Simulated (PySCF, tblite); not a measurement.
**C₆H₈BrFSi: geometry, infrared bands and NMR shifts**

Wanted: the infrared bands and NMR shifts of C₆H₈BrFSi (`FC1=C[C@@H](Br)C12C[SiH2]C2`), by calculation.

Programs: tblite 0.8.0 and PySCF 2.14.0, with density-fitted response routines of our own. Each step states its level of theory. These are calculated values for one molecule in the gas phase, unless marked as measured. Atoms count from 0, in the outputs and in this text.

### 1 Starting geometry

17 atoms, charge 0, multiplicity 1; geometry from: force field or distance geometry start.

Bonds of the start (Å): F0–C1 1.34, C1–C2 1.34, C2–C3 1.51, C3–Br4 1.92, C3–C5 1.52, C5–C6 1.54, C6–Si7 1.91, Si7–C8 1.90, C5–C1 1.51, C8–C5 1.55, C2–H9 1.10, C3–H10 1.11, C6–H11 1.09, C6–H12 1.09, Si7–H13 1.48, Si7–H14 1.48, C8–H15 1.09, C8–H16 1.10.

### 2 Optimising the geometry with GFN2-xTB

What the job is given:

```
{"job": {"kind": "relax", "xc": "GFN2-xTB", "basis": "xTB"}, "charge": 0, "multiplicity": 1}
F     -0.320500     2.484600     0.799800
C     -0.826300     1.279300     0.490300
C     -2.052000     0.745200     0.526700
C     -1.608500    -0.610000     0.023900
Br    -2.461400    -1.081600    -1.635700
C     -0.207700    -0.012700     0.021300
C      0.614400     0.034500    -1.281200
Si     2.195100    -0.061200    -0.208000
C      0.828700    -0.676000     0.966100
H     -3.037300     1.150000     0.793900
H     -1.743900    -1.432400     0.754800
H      0.524300     0.934000    -1.881400
H      0.528000    -0.847800    -1.910800
H      2.755900     1.255100     0.153700
H      3.144300    -1.111800    -0.623900
H      0.771600    -1.764200     1.015800
H      0.888200    -0.272900     1.984800
```

Started as:

```sh
OMP_NUM_THREADS=1 python probes_run.py task.json out
```

This one command runs all jobs of the session in turn.

**Question.** This job is followed by: GFN2-xTB harmonic vibrations, gas phase; GIAO PBE0/pcSseg-1 NMR shielding, non-relativistic, gas phase. Predict these results of the whole session: strongest single infrared mode (GFN2-xTB); zero-point energy (GFN2-xTB); 13C shifts against TMS (PBE0/pcSseg-1); 1H shifts against TMS (PBE0/pcSseg-1); 19F shifts against CFCl3 (PBE0/pcSseg-1); 79Br shifts against HBr (PBE0/pcSseg-1); 29Si shifts against TMS (PBE0/pcSseg-1).

**Answer**, as computed:

| quantity | value |
| --- | --- |
| strongest single infrared mode (GFN2-xTB) | 2306 cm⁻¹, 370 km/mol |
| zero-point energy (GFN2-xTB) | 74.0 kcal/mol |
| 13C shifts against TMS (PBE0/pcSseg-1) | 173.2, 113.8, 66.8, 60.1, 18.4, 17.9 ppm |
| 1H shifts against TMS (PBE0/pcSseg-1) | 5.01, 4.67, 4.55, 4.46, 2.51, 1.89, 1.57, 1.45 ppm |
| 19F shifts against CFCl3 (PBE0/pcSseg-1) | -97.4 ppm |
| 79Br shifts against HBr (PBE0/pcSseg-1) | 389 ppm |
| 29Si shifts against TMS (PBE0/pcSseg-1) | -52.9 ppm |

Over 66 steps the energy fell by 0.265 eV; of the close pairs, C3–C5 changed most, 1.523 to 1.561 Å. No mode is imaginary among the 45: a minimum at this level. Unscaled tight-binding wavenumbers are off by several per cent, some by more. Its intensities can rank the bands wrongly. C3 stands next to heavy halogen, whose spin-orbit shielding this run leaves out, so the computed shift lies too far downfield, most of all for carbon beside Br or I. The most deshielded hydrogen is H9 (hydrogen on an alkene CH), at 5.01 ppm: attached to an sp2 carbon and in the plane of the double bond. At PBE0/pcSseg-1: The widest tensor belongs to Br4: span 1176 ppm, with a paramagnetic part of -890 ppm. Spin-orbit coupling is left out, which matters for shieldings and couplings at and beside the heavy atoms.
